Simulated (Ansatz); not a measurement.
# KTl2O3: a short molecular-dynamics run

Aim: set KTl2O3 (a randomly packed cell, 12 atoms, not relaxed) in motion for 40 steps of 1 fs under a Nosé-Hoover thermostat at 900 K, and see how temperature, energy and positions respond.

Program: Ansatz 0.2.0. Level of theory: DFT PBEsol, plane waves, PAW, scalar-relativistic, no spin polarisation. These are calculated values, not measurements.

## Step 1: The structure to begin with

The cell holds 12 atoms (K2O6Tl4): a = 7.691 Å, b = 5.922 Å, c = 6.806 Å, α = 91.53°, β = 115.72°, γ = 76.35°.

As a file:

```cif
data_structure
_symmetry_space_group_name_H-M 'P 1'
_symmetry_Int_Tables_number 1
_cell_length_a 7.6906
_cell_length_b 5.9224
_cell_length_c 6.8062
_cell_angle_alpha 91.534
_cell_angle_beta 115.717
_cell_angle_gamma 76.354
_cell_volume 270.40
loop_
_atom_site_label
_atom_site_type_symbol
_atom_site_fract_x
_atom_site_fract_y
_atom_site_fract_z
_atom_site_occupancy
Tl1 Tl 0.89379 0.71834 0.21453 1
Tl2 Tl 0.56508 0.12696 0.22454 1
Tl3 Tl 0.00176 0.41404 0.62880 1
Tl4 Tl 0.24931 0.15847 0.40145 1
O1 O 0.51944 0.81966 0.93977 1
O2 O 0.11693 0.41313 0.04491 1
O3 O 0.21901 0.69862 0.56665 1
O4 O 0.66173 0.51519 0.27509 1
O5 O 0.38308 0.70650 0.39205 1
O6 O 0.35067 0.14351 0.81183 1
K1 K 0.12088 0.88464 0.92156 1
K2 K 0.63746 0.37023 0.78189 1
```

## Step 2: Dynamics

input.yaml

```yaml
crystal:
  lattice:
    - [4.992597, 0.626436, -5.816045]
    - [0.306139, 5.836731, -0.956076]
    - [2.630195, 0.699092, 6.238438]
  atoms:
    - { symbol: Tl, position: [0.893785, 0.718343, 0.214529] }
    - { symbol: Tl, position: [0.565082, 0.126956, 0.224538] }
    - { symbol: Tl, position: [0.001756, 0.414037, 0.6288] }
    - { symbol: Tl, position: [0.249309, 0.158466, 0.401447] }
    - { symbol: O, position: [0.519443, 0.819657, 0.939768] }
    - { symbol: O, position: [0.116931, 0.413131, 0.044913] }
    - { symbol: O, position: [0.219008, 0.698623, 0.566652] }
    - { symbol: O, position: [0.661726, 0.515192, 0.275088] }
    - { symbol: O, position: [0.383076, 0.706498, 0.392049] }
    - { symbol: O, position: [0.350667, 0.143511, 0.811832] }
    - { symbol: K, position: [0.120879, 0.884641, 0.921557] }
    - { symbol: K, position: [0.637457, 0.370228, 0.781888] }
kpoints:
  mp_grid: { grid: [2, 3, 3] }
magnetization:
  spin_polarized: false
scf:
  occupations: { method: cold, width: 0.15 }
hamiltonian:
  pseudopotentials: { kind: paw }
  xc: pbesol
basis:
  ecutwfc: 420
md:
  timestep: 1.0
  n_steps: 40
  ensemble: nvt_nose_hoover
  temperature: 900.0
  initial_velocities: maxwell_boltzmann
  seed: 840698
```

Run with:

```sh
> ansatz run input.yaml --threads 2 --pin off --max-ram 2560MiB --backend cpu --events-out ev --progress --plain --runs-dir out
```

Log:

```text
Warning: md: disabling space-group detection — thermal motion breaks the input geometry's symmetry, so no spatial operation reduces the k-mesh or symmetrises the density; time reversal is kept, so that k and −k are solved as one point where they differ and the mesh holds both, and exact exchange and, on two spinor components, a DFT+U term hold to it where the run has them: on two components no moment then forms, and a state that bears one, which a typed moment (crystal.atoms[].spin; refused beside efield: under a hybrid functional) reaches, can lie lower, under hf by electronvolts; crystal.symmetry.detect: false (a key that needs symmetry detection or time reversal refuses this as the deck is read) with time_reversal: false beside it drops time reversal too
Warning: RAYON_NUM_THREADS=2 ignored (pool sized by the plan → 2); use --threads N
Engine: ansatz 0.2.0, aarch64-unknown-linux-gnu
Pseudopotentials: kind: paw
Pseudopotential: Tl, paw, valence charge 13, recommended cutoff 420 eV (normal), Tl.paw.azcp
Pseudopotential: O, paw, valence charge 6, recommended cutoff 420 eV (normal), O.paw.azcp
Pseudopotential: K, paw, valence charge 9, recommended cutoff 420 eV (normal), K.paw.azcp
Functional definition: PBEsol
  exchange = pbesol_x
  correlation = pbesol_c
Crystal: 12 atoms, lattice volume = 270.398 Å³
Basis set: ecut = 420 eV, 5271 PW (Γ), exchange–correlation on 108×80×96 points (8 copies of the dense FFT grid, shifted against one another)
Bands: 65, of which v1, the nominal top of the filled ones, is band 53 counted from 1 (52 counted from 0)
Symmetry: 1 space group operations
k-points: 10 of 18 (time reversal used)
Non-local potential: Tl, projectors of the file, l = 0: 2, l = 1: 2, l = 2: 2, l = 3: 1
Non-local potential: O, projectors of the file, l = 0: 2, l = 1: 2, l = 2: 1
Non-local potential: K, projectors of the file, l = 0: 3, l = 1: 2, l = 2: 2
PAW form: soft (Blöchl's): semilocal exchange-correlation on the pseudo side does not see the compensation charge
PAW frozen core: Tl, regenerated for the run's functional, and the local potential with it (the file was generated under x = pbe(κ = 0.804, μ = 0.2195149727645171), c = pbe(β = 0.06672455060314922))
PAW frozen core: O, regenerated for the run's functional, and the local potential with it (the file was generated under x = pbe(κ = 0.804, μ = 0.2195149727645171), c = pbe(β = 0.06672455060314922))
PAW frozen core: K, regenerated for the run's functional, and the local potential with it (the file was generated under x = pbe(κ = 0.804, μ = 0.2195149727645171), c = pbe(β = 0.06672455060314922))
PAW one-centre angular grid: Tl, 590 points (default); XC on 64 Gauss nodes
PAW one-centre angular grid: O, 110 points (default); XC on 64 Gauss nodes
PAW one-centre angular grid: K, 110 points (default); XC on 64 Gauss nodes
Initial density: superposition of atomic densities (neutral atoms: chi_scale 0, normalization atom), corrected by the library's trained network
Initial wavefunctions: pseudopotential atomic-orbital guess
Functional: x = pbesol(κ = 0.804, μ = 0.12345679012345678), c = pbesol(β = 0.046)
SCF iter   1: F=—  HF=-51564.877130 eV  |F-HF|=—  |Δ(HF+E_count)|=         —  Δρ=1.54e-2  dr2=6.66e-1  ethr=1.77e-3  ⟨swp⟩=7.2  Hψ=2414  notcnv=0
preconditioner: auto → LDOS  [insulator: Δε(μ)=0.109 eV  Ē_g=11.446 eV  σ=0.150 eV  W_gap=0.51  n_scr=56 (ndim 8)  ℏωp=22.8 eV  f_vac=0.099  D(μ)=7.34/eV (n_scr^D=50)  ε∞_Penn≈5.0  β→1.0]
SCF iter   2: F=—  HF=-51564.775617 eV  |F-HF|=—  |Δ(HF+E_count)|=   1.02e-1  S|Δr|=    0.00e0  Δρ=6.46e-3  dr2=1.01e-1  ethr=6.28e-4  ⟨swp⟩=2.0  Hψ=984  notcnv=0  defer=35
SCF iter   3: F=—  HF=-51564.768102 eV  |F-HF|=—  |Δ(HF+E_count)|=   7.52e-3  S|Δr|=    0.00e0  Δρ=3.02e-3  dr2=2.38e-2  ethr=9.57e-5  ⟨swp⟩=2.0  Hψ=1004  notcnv=0  defer=35
SCF iter   4: F=—  HF=-51564.765544 eV  |F-HF|=—  |Δ(HF+E_count)|=   2.56e-3  S|Δr|=    0.00e0  Δρ=1.48e-3  dr2=6.33e-3  ethr=2.24e-5  ⟨swp⟩=2.5  Hψ=958  notcnv=0  defer=35
SCF iter   5: F=—  HF=-51564.764664 eV  |F-HF|=—  |Δ(HF+E_count)|=   8.80e-4  S|Δr|=    0.00e0  Δρ=4.17e-4  dr2=6.89e-4  ethr=5.97e-6  ⟨swp⟩=3.0  Hψ=1201  notcnv=0  defer=35
SCF iter   6: F=—  HF=-51564.764578 eV  |F-HF|=—  |Δ(HF+E_count)|=   8.57e-5  S|Δr|=    0.00e0  Δρ=1.22e-4  dr2=5.66e-5  ethr=6.50e-7  ⟨swp⟩=2.8  Hψ=1026  notcnv=0  defer=35
SCF iter   7: F=—  HF=-51564.764595 eV  |F-HF|=—  |Δ(HF+E_count)|=   1.63e-5  S|Δr|=    0.00e0  Δρ=4.38e-5  dr2=7.67e-6  ethr=5.34e-8  ⟨swp⟩=2.1  Hψ=993  notcnv=0  defer=35
SCF iter   8: F=—  HF=-51564.764468 eV  |F-HF|=—  |Δ(HF+E_count)|=   1.27e-4  S|Δr|=    0.00e0  Δρ=1.69e-5  dr2=1.09e-6  ethr=7.24e-9  ⟨swp⟩=2.0  Hψ=1064  notcnv=0  defer=21
SCF iter   9: F=—  HF=-51564.764468 eV  |F-HF|=—  |Δ(HF+E_count)|=   1.05e-7  S|Δr|=    0.00e0  Δρ=5.80e-6  dr2=1.33e-7  ethr=1.03e-9  ⟨swp⟩=2.2  Hψ=972  notcnv=0  defer=21
SCF iter  10: F=—  HF=-51564.764468 eV  |F-HF|=—  |Δ(HF+E_count)|=  7.28e-12  S|Δr|=    0.00e0  Δρ=2.36e-6  dr2=2.27e-8  ethr=1.26e-10  ⟨swp⟩=2.7  Hψ=965  notcnv=0  defer=21
SCF iter  11: F=-51564.764468 eV  HF=-51564.764468 eV  |F-HF|=4.62e-9  |Δ(HF+E_count)|=   1.59e-9  S|Δr|=    0.00e0  Δρ=1.18e-6  dr2=5.59e-9  ethr=1.13e-11  ⟨swp⟩=4.0  Hψ=1815  notcnv=0
SCF 1 converged in 11 iterations: F = -51564.764468 eV  dr2 = 5.59e-9
md step     0: t =     0.00 fs  T =   900.0 K  F+E_penalty+E_count = -51564.76446781 eV  E_kin = 1.279674 eV  conserved = -51563.48479382 eV  (11 SCF iters)
Initial density: handed on by an earlier stage of this run
Initial wavefunctions: those handed on with the density
iter 1 solved again at ethr=3.32e-5 eV; its pass at ethr=3.10e-3 eV (dr2=3.52e-2 eV) is discarded
SCF iter   1: F=—  HF=-51564.766247 eV  |F-HF|=—  |Δ(HF+E_count)|=         —  Δρ=3.58e-3  dr2=3.35e-2  ethr=3.32e-5  ⟨swp⟩=1.0  Hψ=2685  notcnv=0
preconditioner: auto → LDOS  [metal: Δε(μ)=0.021 eV  Ē_g=11.475 eV  σ=0.150 eV  W_gap=0.09  n_scr=56 (ndim 8)  ℏωp=22.8 eV  f_vac=0.098  D(μ)=7.39/eV (n_scr^D=52)  β→1.0]
SCF iter   2: F=—  HF=-51564.763866 eV  |F-HF|=—  |Δ(HF+E_count)|=   2.38e-3  S|Δr|=    0.00e0  Δρ=1.95e-3  dr2=5.63e-3  ethr=3.16e-5  ⟨swp⟩=2.3  Hψ=941  notcnv=0
SCF iter   3: F=—  HF=-51564.762648 eV  |F-HF|=—  |Δ(HF+E_count)|=   1.22e-3  S|Δr|=    0.00e0  Δρ=4.27e-4  dr2=7.60e-4  ethr=5.31e-6  ⟨swp⟩=2.1  Hψ=1155  notcnv=0
SCF iter   4: F=—  HF=-51564.762568 eV  |F-HF|=—  |Δ(HF+E_count)|=   7.96e-5  S|Δr|=    0.00e0  Δρ=1.82e-4  dr2=1.25e-4  ethr=7.17e-7  ⟨swp⟩=2.1  Hψ=913  notcnv=0
SCF iter   5: F=—  HF=-51564.762569 eV  |F-HF|=—  |Δ(HF+E_count)|=   7.59e-7  S|Δr|=    0.00e0  Δρ=7.41e-5  dr2=1.95e-5  ethr=1.18e-7  ⟨swp⟩=2.2  Hψ=840  notcnv=0
SCF iter   6: F=—  HF=-51564.762594 eV  |F-HF|=—  |Δ(HF+E_count)|=   2.46e-5  S|Δr|=    0.00e0  Δρ=2.81e-5  dr2=2.30e-6  ethr=1.84e-8  ⟨swp⟩=1.0  Hψ=650  notcnv=0
SCF iter   7: F=—  HF=-51564.762471 eV  |F-HF|=—  |Δ(HF+E_count)|=   1.22e-4  S|Δr|=    0.00e0  Δρ=1.09e-5  dr2=3.86e-7  ethr=2.17e-9  ⟨swp⟩=1.1  Hψ=651  notcnv=0
SCF iter   8: F=—  HF=-51564.762471 eV  |F-HF|=—  |Δ(HF+E_count)|=   1.46e-8  S|Δr|=    0.00e0  Δρ=3.73e-6  dr2=3.39e-8  ethr=3.65e-10  ⟨swp⟩=2.0  Hψ=684  notcnv=0
SCF iter   9: F=-51564.762471 eV  HF=-51564.762471 eV  |F-HF|=2.62e-9  |Δ(HF+E_count)|=  8.15e-10  S|Δr|=    0.00e0  Δρ=1.06e-6  dr2=3.59e-9  ethr=1.13e-11  ⟨swp⟩=4.0  Hψ=1932  notcnv=0
SCF 2 converged in 9 iterations: F = -51564.762471 eV  dr2 = 3.59e-9
md step     1: t =     1.00 fs  T =   898.6 K  F+E_penalty+E_count = -51564.76247132 eV  E_kin = 1.277617 eV  conserved = -51563.48485388 eV  (9 SCF iters)
iter 1 solved again at ethr=3.11e-5 eV; its pass at ethr=3.10e-3 eV (dr2=3.29e-2 eV) is discarded
SCF iter   1: F=—  HF=-51564.777021 eV  |F-HF|=—  |Δ(HF+E_count)|=         —  Δρ=3.49e-3  dr2=3.14e-2  ethr=3.11e-5  ⟨swp⟩=1.0  Hψ=2693  notcnv=0
```

## Step 3: More of the same log

Output, continued:

```text
preconditioner: auto → LDOS  [metal: Δε(μ)=0.018 eV  Ē_g=11.476 eV  σ=0.150 eV  W_gap=0.08  n_scr=56 (ndim 8)  ℏωp=22.8 eV  f_vac=0.098  D(μ)=7.39/eV (n_scr^D=52)  β→1.0]
SCF iter   2: F=—  HF=-51564.774816 eV  |F-HF|=—  |Δ(HF+E_count)|=   2.20e-3  S|Δr|=    0.00e0  Δρ=1.93e-3  dr2=5.60e-3  ethr=2.96e-5  ⟨swp⟩=2.7  Hψ=1065  notcnv=0
SCF iter   3: F=—  HF=-51564.773614 eV  |F-HF|=—  |Δ(HF+E_count)|=   1.20e-3  S|Δr|=    0.00e0  Δρ=4.33e-4  dr2=8.08e-4  ethr=5.28e-6  ⟨swp⟩=2.0  Hψ=1158  notcnv=0
SCF iter   4: F=—  HF=-51564.773528 eV  |F-HF|=—  |Δ(HF+E_count)|=   8.53e-5  S|Δr|=    0.00e0  Δρ=1.94e-4  dr2=1.40e-4  ethr=7.62e-7  ⟨swp⟩=2.2  Hψ=930  notcnv=0
SCF iter   5: F=—  HF=-51564.773525 eV  |F-HF|=—  |Δ(HF+E_count)|=   3.72e-6  S|Δr|=    0.00e0  Δρ=8.07e-5  dr2=2.27e-5  ethr=1.32e-7  ⟨swp⟩=1.8  Hψ=663  notcnv=0
SCF iter   6: F=—  HF=-51564.773550 eV  |F-HF|=—  |Δ(HF+E_count)|=   2.51e-5  S|Δr|=    0.00e0  Δρ=2.95e-5  dr2=2.55e-6  ethr=2.14e-8  ⟨swp⟩=1.1  Hψ=651  notcnv=0
SCF iter   7: F=—  HF=-51564.773424 eV  |F-HF|=—  |Δ(HF+E_count)|=   1.26e-4  S|Δr|=    0.00e0  Δρ=1.11e-5  dr2=3.73e-7  ethr=2.41e-9  ⟨swp⟩=2.4  Hψ=896  notcnv=0
SCF iter   8: F=—  HF=-51564.773424 eV  |F-HF|=—  |Δ(HF+E_count)|=   1.60e-8  S|Δr|=    0.00e0  Δρ=3.97e-6  dr2=4.12e-8  ethr=3.52e-10  ⟨swp⟩=2.0  Hψ=734  notcnv=0
SCF iter   9: F=-51564.773424 eV  HF=-51564.773424 eV  |F-HF|=2.76e-9  |Δ(HF+E_count)|=   2.23e-9  S|Δr|=    0.00e0  Δρ=1.07e-6  dr2=3.75e-9  ethr=1.13e-11  ⟨swp⟩=4.0  Hψ=1903  notcnv=0
SCF 3 converged in 9 iterations: F = -51564.773424 eV  dr2 = 3.75e-9
md step     2: t =     2.00 fs  T =   906.2 K  F+E_penalty+E_count = -51564.77342404 eV  E_kin = 1.288520 eV  conserved = -51563.48490394 eV  (9 SCF iters)
[... from here on, the SCF cycles and remarks between the steps are left out ...]
md step     3: t =     3.00 fs  T =   922.4 K  F+E_penalty+E_count = -51564.79652533 eV  E_kin = 1.311579 eV  conserved = -51563.48494405 eV  (9 SCF iters)
md step     4: t =     4.00 fs  T =   946.8 K  F+E_penalty+E_count = -51564.83113935 eV  E_kin = 1.346154 eV  conserved = -51563.48497462 eV  (9 SCF iters)
md step     5: t =     5.00 fs  T =   978.8 K  F+E_penalty+E_count = -51564.87678759 eV  E_kin = 1.391757 eV  conserved = -51563.48499593 eV  (4 SCF iters)
md step     6: t =     6.00 fs  T =  1018.4 K  F+E_penalty+E_count = -51564.93314195 eV  E_kin = 1.448049 eV  conserved = -51563.48500859 eV  (3 SCF iters)
md step     7: t =     7.00 fs  T =  1065.4 K  F+E_penalty+E_count = -51565.00001878 eV  E_kin = 1.514829 eV  conserved = -51563.48501351 eV  (3 SCF iters)
md step     8: t =     8.00 fs  T =  1119.7 K  F+E_penalty+E_count = -51565.07737373 eV  E_kin = 1.592033 eV  conserved = -51563.48501051 eV  (3 SCF iters)
md step     9: t =     9.00 fs  T =  1181.4 K  F+E_penalty+E_count = -51565.16529624 eV  E_kin = 1.679724 eV  conserved = -51563.48500018 eV  (4 SCF iters)
md step    10: t =    10.00 fs  T =  1250.5 K  F+E_penalty+E_count = -51565.26400268 eV  E_kin = 1.778082 eV  conserved = -51563.48498326 eV  (10 SCF iters)
md step    11: t =    11.00 fs  T =  1327.4 K  F+E_penalty+E_count = -51565.37382590 eV  E_kin = 1.887397 eV  conserved = -51563.48496078 eV  (4 SCF iters)
md step    12: t =    12.00 fs  T =  1412.3 K  F+E_penalty+E_count = -51565.49519605 eV  E_kin = 2.008041 eV  conserved = -51563.48493673 eV  (3 SCF iters)
md step    13: t =    13.00 fs  T =  1505.4 K  F+E_penalty+E_count = -51565.62860646 eV  E_kin = 2.140435 eV  conserved = -51563.48491514 eV  (4 SCF iters)
md step    14: t =    14.00 fs  T =  1607.0 K  F+E_penalty+E_count = -51565.77455376 eV  E_kin = 2.284988 eV  conserved = -51563.48490210 eV  (4 SCF iters)
md step    15: t =    15.00 fs  T =  1717.5 K  F+E_penalty+E_count = -51565.93343728 eV  E_kin = 2.441986 eV  conserved = -51563.48491053 eV  (4 SCF iters)
md step    16: t =    16.00 fs  T =  1836.6 K  F+E_penalty+E_count = -51566.10540084 eV  E_kin = 2.611430 eV  conserved = -51563.48495851 eV  (4 SCF iters)
md step    17: t =    17.00 fs  T =  1964.2 K  F+E_penalty+E_count = -51566.29009912 eV  E_kin = 2.792809 eV  conserved = -51563.48506717 eV  (3 SCF iters)
md step    18: t =    18.00 fs  T =  2099.2 K  F+E_penalty+E_count = -51566.48637031 eV  E_kin = 2.984756 eV  conserved = -51563.48526757 eV  (4 SCF iters)
md step    19: t =    19.00 fs  T =  2239.7 K  F+E_penalty+E_count = -51566.69179622 eV  E_kin = 3.184610 eV  conserved = -51563.48560422 eV  (4 SCF iters)
md step    20: t =    20.00 fs  T =  2382.7 K  F+E_penalty+E_count = -51566.90212582 eV  E_kin = 3.387843 eV  conserved = -51563.48613405 eV  (12 SCF iters)
md step    21: t =    21.00 fs  T =  2522.9 K  F+E_penalty+E_count = -51567.11049752 eV  E_kin = 3.587271 eV  conserved = -51563.48694378 eV  (4 SCF iters)
md step    22: t =    22.00 fs  T =  2652.8 K  F+E_penalty+E_count = -51567.30628012 eV  E_kin = 3.771898 eV  conserved = -51563.48817423 eV  (4 SCF iters)
md step    23: t =    23.00 fs  T =  2760.7 K  F+E_penalty+E_count = -51567.47339279 eV  E_kin = 3.925310 eV  conserved = -51563.48997526 eV  (4 SCF iters)
md step    24: t =    24.00 fs  T =  2830.4 K  F+E_penalty+E_count = -51567.58878321 eV  E_kin = 4.024369 eV  conserved = -51563.49235403 eV  (5 SCF iters)
md step    25: t =    25.00 fs  T =  2841.5 K  F+E_penalty+E_count = -51567.62311038 eV  E_kin = 4.040171 eV  conserved = -51563.49497541 eV  (5 SCF iters)
md step    26: t =    26.00 fs  T =  2773.9 K  F+E_penalty+E_count = -51567.54655091 eV  E_kin = 3.944150 eV  conserved = -51563.49694911 eV  (6 SCF iters)
md step    27: t =    27.00 fs  T =  2618.0 K  F+E_penalty+E_count = -51567.34290175 eV  E_kin = 3.722398 eV  conserved = -51563.49664622 eV  (9 SCF iters)
md step    28: t =    28.00 fs  T =  2390.4 K  F+E_penalty+E_count = -51567.03339199 eV  E_kin = 3.398857 eV  conserved = -51563.49219928 eV  (9 SCF iters)
md step    29: t =    29.00 fs  T =  2149.5 K  F+E_penalty+E_count = -51566.70019825 eV  E_kin = 3.056225 eV  conserved = -51563.48379113 eV  (8 SCF iters)
md step    30: t =    30.00 fs  T =  1985.4 K  F+E_penalty+E_count = -51566.47654598 eV  E_kin = 2.822953 eV  conserved = -51563.47630101 eV  (14 SCF iters)
md step    31: t =    31.00 fs  T =  1971.2 K  F+E_penalty+E_count = -51566.47343347 eV  E_kin = 2.802808 eV  conserved = -51563.47624003 eV  (6 SCF iters)
md step    32: t =    32.00 fs  T =  2106.4 K  F+E_penalty+E_count = -51566.69133093 eV  E_kin = 2.995043 eV  conserved = -51563.48355335 eV  (6 SCF iters)
md step    33: t =    33.00 fs  T =  2318.2 K  F+E_penalty+E_count = -51567.02140903 eV  E_kin = 3.296119 eV  conserved = -51563.49176919 eV  (5 SCF iters)
md step    34: t =    34.00 fs  T =  2518.3 K  F+E_penalty+E_count = -51567.33412428 eV  E_kin = 3.580626 eV  conserved = -51563.49615724 eV  (6 SCF iters)
md step    35: t =    35.00 fs  T =  2651.3 K  F+E_penalty+E_count = -51567.55048906 eV  E_kin = 3.769776 eV  conserved = -51563.49658746 eV  (7 SCF iters)
md step    36: t =    36.00 fs  T =  2702.4 K  F+E_penalty+E_count = -51567.65063236 eV  E_kin = 3.842438 eV  conserved = -51563.49486017 eV  (6 SCF iters)
md step    37: t =    37.00 fs  T =  2682.4 K  F+E_penalty+E_count = -51567.65068759 eV  E_kin = 3.814033 eV  conserved = -51563.49242928 eV  (6 SCF iters)
md step    38: t =    38.00 fs  T =  2612.5 K  F+E_penalty+E_count = -51567.58070404 eV  E_kin = 3.714544 eV  conserved = -51563.49009977 eV  (7 SCF iters)
md step    39: t =    39.00 fs  T =  2514.3 K  F+E_penalty+E_count = -51567.47141333 eV  E_kin = 3.574922 eV  conserved = -51563.48826310 eV  (6 SCF iters)
iter 1 solved again at ethr=4.36e-5 eV; its pass at ethr=3.10e-3 eV (dr2=4.62e-2 eV) is discarded
SCF iter   1: F=—  HF=-51567.357573 eV  |F-HF|=—  |Δ(HF+E_count)|=         —  Δρ=5.27e-3  dr2=4.52e-2  ethr=4.36e-5  ⟨swp⟩=1.1  Hψ=3056  notcnv=0
preconditioner: auto → LDOS  [metal: Δε(μ)=0.046 eV  Ē_g=12.286 eV  σ=0.150 eV  W_gap=0.20  n_scr=56 (ndim 8)  ℏωp=22.8 eV  f_vac=0.150  D(μ)=5.97/eV (n_scr^D=34)  β→1.0]
SCF iter   2: F=—  HF=-51567.351456 eV  |F-HF|=—  |Δ(HF+E_count)|=   6.12e-3  S|Δr|=    0.00e0  Δρ=2.37e-3  dr2=1.21e-2  ethr=4.26e-5  ⟨swp⟩=2.1  Hψ=1163  notcnv=0
SCF iter   3: F=—  HF=-51567.348304 eV  |F-HF|=—  |Δ(HF+E_count)|=   3.15e-3  S|Δr|=    0.00e0  Δρ=7.24e-4  dr2=2.40e-3  ethr=1.14e-5  ⟨swp⟩=2.0  Hψ=1142  notcnv=0
SCF iter   4: F=—  HF=-51567.347839 eV  |F-HF|=—  |Δ(HF+E_count)|=   4.65e-4  S|Δr|=    0.00e0  Δρ=2.97e-4  dr2=3.66e-4  ethr=2.27e-6  ⟨swp⟩=2.5  Hψ=1083  notcnv=0
SCF iter   5: F=—  HF=-51567.347797 eV  |F-HF|=—  |Δ(HF+E_count)|=   4.19e-5  S|Δr|=    0.00e0  Δρ=1.47e-4  dr2=9.68e-5  ethr=3.46e-7  ⟨swp⟩=2.1  Hψ=1132  notcnv=0
SCF iter   6: F=—  HF=-51567.347881 eV  |F-HF|=—  |Δ(HF+E_count)|=   8.40e-5  S|Δr|=    0.00e0  Δρ=7.11e-5  dr2=1.83e-5  ethr=9.13e-8  ⟨swp⟩=2.0  Hψ=975  notcnv=0
SCF iter   7: F=—  HF=-51567.347881 eV  |F-HF|=—  |Δ(HF+E_count)|=   4.13e-7  S|Δr|=    0.00e0  Δρ=3.21e-5  dr2=2.96e-6  ethr=1.72e-8  ⟨swp⟩=2.8  Hψ=1121  notcnv=0
SCF iter   8: F=—  HF=-51567.347757 eV  |F-HF|=—  |Δ(HF+E_count)|=   1.24e-4  S|Δr|=    0.00e0  Δρ=1.40e-5  dr2=5.08e-7  ethr=2.79e-9  ⟨swp⟩=2.2  Hψ=1021  notcnv=0
SCF iter   9: F=—  HF=-51567.347757 eV  |F-HF|=—  |Δ(HF+E_count)|=   1.52e-8  S|Δr|=    0.00e0  Δρ=7.80e-6  dr2=1.71e-7  ethr=4.79e-10  ⟨swp⟩=2.0  Hψ=1126  notcnv=0
SCF iter  10: F=—  HF=-51567.347757 eV  |F-HF|=—  |Δ(HF+E_count)|=   2.10e-9  S|Δr|=    0.00e0  Δρ=4.09e-6  dr2=5.56e-8  ethr=1.61e-10  ⟨swp⟩=1.1  Hψ=651  notcnv=0
SCF iter  11: F=-51567.347757 eV  HF=-51567.347757 eV  |F-HF|=4.60e-9  |Δ(HF+E_count)|=   3.51e-9  S|Δr|=    0.00e0  Δρ=1.43e-6  dr2=6.00e-9  ethr=1.13e-11  ⟨swp⟩=2.0  Hψ=2328  notcnv=0
SCF 41 converged in 11 iterations: F = -51567.347757 eV  dr2 = 6.00e-9
md step    40: t =    40.00 fs  T =  2405.6 K  F+E_penalty+E_count = -51567.34775669 eV  E_kin = 3.420478 eV  conserved = -51563.48698266 eV  (11 SCF iters)
SCF converged after 11 iterations
Stability not checked: this state was not tested for a lower state beside it, because cold or Methfessel-Paxton smearing, or corrected tetrahedra, fill the levels in a way that the test cannot read (fill_not_monotonic; see scf.lower_state_search)
Free energy (F): -51567.347757 eV
Harris-Foulkes:  -51567.347757 eV  (|F-HF|=4.60e-9)
Internal energy: -51567.339245 eV  (E = F + TS)
E sigma→0 (E₀):  -51567.344919 eV
Entropy (-TS):   -0.008512 eV (-0.709 meV/atom)
Fermi energy:    5.258626 eV
--- Per-component energies (eV) ---
  E_band       = -476.569539
  E_kinetic    = 2876.794513
  E_local      = -8737.361924  (includes V_loc(G=0)·N_el)
  E_nonlocal   = 1598.258712
  E_hartree    = 3301.866241
  E_xc         = -1609.173772
  E_vxc        = -1443.983186  (∫ρ·V_xc dr)
  E_paw        = -42510.502089  (= ΣΔE_a)
  E_vpaw       = -1374.023456  (= ΣTr[D̂ρ^β])
  E_aug_tail   = 0.013884  (compensation charges beyond the density's cutoff)
  E_ewald      = -6487.815367
  E_core_change = 0.580558  (= ΣΔE_core)
  E_smearing   = -0.008512  (= −TS)
  E_closure    = 0.000000  (closes the sum)
  Σ components = -51567.347757   (vs F -51567.347757, Δ=0.00e0)
--- Forces (eV/Å), atoms counted from 1 ---
  atom   1  Tl    -2.12420976    -0.76837872    -0.74541739
  atom   2  Tl    -0.19433878     0.65179932     0.46575321
  atom   3  Tl     1.35837610    -0.24327667     1.47055612
  atom   4  Tl    -1.13980874     3.62501736    -0.47069684
  atom   5  O      0.26595786     0.15836273    -0.77197775
  atom   6  O     -0.33196873     0.11730999    -0.39298763
  atom   7  O      2.26557970     1.09618831    -1.20280275
  atom   8  O      0.29219490    -0.10235578    -0.24855457
  atom   9  O     -0.27089655    -5.10817234     1.30341947
  atom  10  O     -0.02814257     0.40484304     0.92912410
  atom  11  K     -0.14952034    -0.38661570    -0.01940102
  atom  12  K      0.05681420     0.55532467    -0.31702977
  max |Σ_I F_I| component: 4.62e-5 eV/Å
--- MD trajectory: 40 steps, t = 0.0 → 40.0 fs ---
  final state: T = 2405.6 K   F+E_penalty+E_count = -51567.34775669 eV   E_kin = 3.420478 eV
  conserved energy: peak-to-peak 2.071e-2 eV (1.726e-3 eV/atom) over 40.0 fs
```

It took 7.7 min on 2 threads of an Arm CPU, shared host; peak memory 0.84 GiB.

(Part 1 of 2 ends here.)
